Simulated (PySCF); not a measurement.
# The bond of CsBe, level by level

What are the lowest state that PBE0 finds, the bond length, vibrational wavenumber and bond energy of CsBe, and how much do these hang on the method?

Method: Cs def2-SVP with ECP46, Be def2-SVP, scalar-relativistic core potentials; program: PySCF 2.14.0.

**1. Set-up**

A driver script around PySCF takes these settings:

```
atoms                         : Cs, Be
charge                        : 0
basis                         : Cs def2-SVP with ECP46, Be def2-SVP
Hamiltonian                   : scalar-relativistic core potentials
basis functions               : 33
electrons treated             : 13
masses in u                   : 132.9054, 9.0122
levels                        : PBE0, PBE, r²SCAN, BHandHLYP, revPBE, PW91, LC-ωPBE, HF, MP2, SCS-MP2, CCSD, CCSD(T)
grid                          : 80 radial by 434 angular points
occupations                   : held fixed by the projection of orbital angular momentum
dissociation limit            : Cs + Be, each in its ground configuration
starting distance in angstrom : 3.165
values of 2S to try           : 1, 3
```

On the command line:

```sh
> OMP_NUM_THREADS=1 python dia.py task.json out
```

Further steps of the session: First curve: PBE0; Excited determinants; PBE (GGA); r²SCAN (meta-GGA); BHandHLYP (global hybrid GGA); revPBE (GGA); PW91 (GGA); LC-ωPBE; ROHF (mean field); MP2 and coupled cluster.

Q: Predict the outcome of this session. Wanted: for each run, Re; ωe; De; μ.

As calculated:

Lowest PBE0 solution found, without spin–orbit coupling: ²Σ⁺ (doublet), unpaired electrons σ ↑. State 3 has its PBE0 minimum 1.99 eV higher. The other levels ran on the lowest alone.

```csv
level,Re (Å),ωe (cm⁻¹),De (eV),μ (D)
PBE,3.772,142.7,0.354,-3.84
revPBE,3.833,134.0,0.313,-3.95
PW91,3.758,144.7,0.369,-3.85
r²SCAN,3.821,139.9,0.349,-4.27
PBE0,3.792,139.8,0.277,-4.08
BHandHLYP,3.949,110.2,0.124,-2.99
LC-ωPBE,3.788,136.4,0.151,-5.84
```

De is counted to Cs + Be in their ground configurations. A positive dipole means Cs(−)Be(+). No constants: ROHF (no minimum is bracketed among the points kept); ROHF-MP2 (no minimum is bracketed among the points kept); ROHF-SCS-MP2 (no minimum is bracketed among the points kept); ROHF-CCSD (no minimum is bracketed among the points kept); ROHF-CCSD(T) (no minimum is bracketed among the points kept).

In words: The methods spread over 0.191 Å in bond length, from PW91 to BHandHLYP. Of the levels with a De here, BHandHLYP gives the least (0.124 eV) and PW91 the most (0.369 eV).

Spin–orbit coupling is left out. With spin–orbit coupling the term label itself may not hold.
